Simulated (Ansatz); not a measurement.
The system is NaLaMnMoO6.

```
Na La Mn Mo O
1.0
    -2.72294    2.72294    3.89889
     2.72294   -2.72294    3.89889
     2.72294    2.72294   -3.89889
Na La Mn Mo O
1 1 1 1 6
Direct
  0.25000 0.75000 0.50000
  0.75000 0.25000 0.50000
  0.50000 0.50000 0.00000
  0.00000 0.00000 0.00000
  0.20766 0.29607 0.50371
  0.29605 0.79234 0.08841
  0.79236 0.70395 0.49629
  0.70393 0.20764 0.91159
  0.25194 0.25194 0.00000
  0.74806 0.74806 0.00000
```

The cell was built by a generator and needn't be a form met in nature.

- Program: Ansatz 0.2.0
- Task: single point
- Functional: PBE
- Potentials or basis: Ansatz PAW
- Cutoff: 420 eV (not typed: the program's choice for these potentials)
- k mesh: 7 × 7 × 7
- Occupations: fermi-dirac, width 0.05 eV
- Spin: collinear spin, ferromagnetic start
- Starting moments: [0.0, 0.0, 4.0, 1.0, 0.0, 0.0, 0.0, 0.0, 0.0, 0.0] μB

On this cell: pressure 0.3 GPa; largest force 0.083 eV/Å; net moment 1.96 μB per cell; site moments Na +0.00; La -0.01; Mn +2.24; Mo -0.37; O +0.01 μB; band gap on the k mesh none (metal or under the smearing width).

The same run follows on a disturbed copy (atoms moved at random, drawn with an rms of 0.05 Å):

```
Na La Mn Mo O
1.0
    -2.72294    2.72294    3.89889
     2.72294   -2.72294    3.89889
     2.72294    2.72294   -3.89889
Na La Mn Mo O
1 1 1 1 6
Direct
  0.25148 0.74773 0.50779
  0.74962 0.24567 0.49018
  0.49871 0.49220 0.99556
  0.00311 0.00647 0.00219
  0.20516 0.29613 0.50409
  0.29794 0.79162 0.08428
  0.79108 0.70147 0.49041
  0.70061 0.19687 0.90707
  0.25545 0.25601 0.00354
  0.75112 0.75583 0.01080
```

What does the disturbed cell give?

The energy (extrapolated to zero smearing) moves by +6.7 meV/atom; pressure 0.2 GPa; largest force 1.062 eV/Å; net moment 1.89 μB per cell; site moments Na +0.00; La -0.01; Mn +2.18; Mo -0.38; O +0.01 μB; band gap on the k mesh none (metal or under the smearing width).

Forces on the atoms (eV/Å):
```
Na  -0.039 -0.066  0.091
La   0.114  0.068 -0.105
Mn   0.488 -0.037  0.485
Mo  -0.790  0.174 -0.689
O   -0.130  0.066  0.205
O    0.221 -0.155 -0.055
O    0.225  0.348 -0.079
O    0.325 -0.316  0.245
O   -0.037 -0.076 -0.268
O   -0.378 -0.005  0.170
```

Stress tensor (GPa, compression positive):
```
-0.45 -0.36 -0.51
-0.36  0.76  0.21
-0.51  0.21  0.31
```

Caveats: a cell with one magnetic atom can't hold antiferromagnetic order, which such compounds often take; semilocal functionals often make such compounds metallic where correlation or magnetic order opens a gap, which also shifts bond lengths; the starting moments weren't kept.
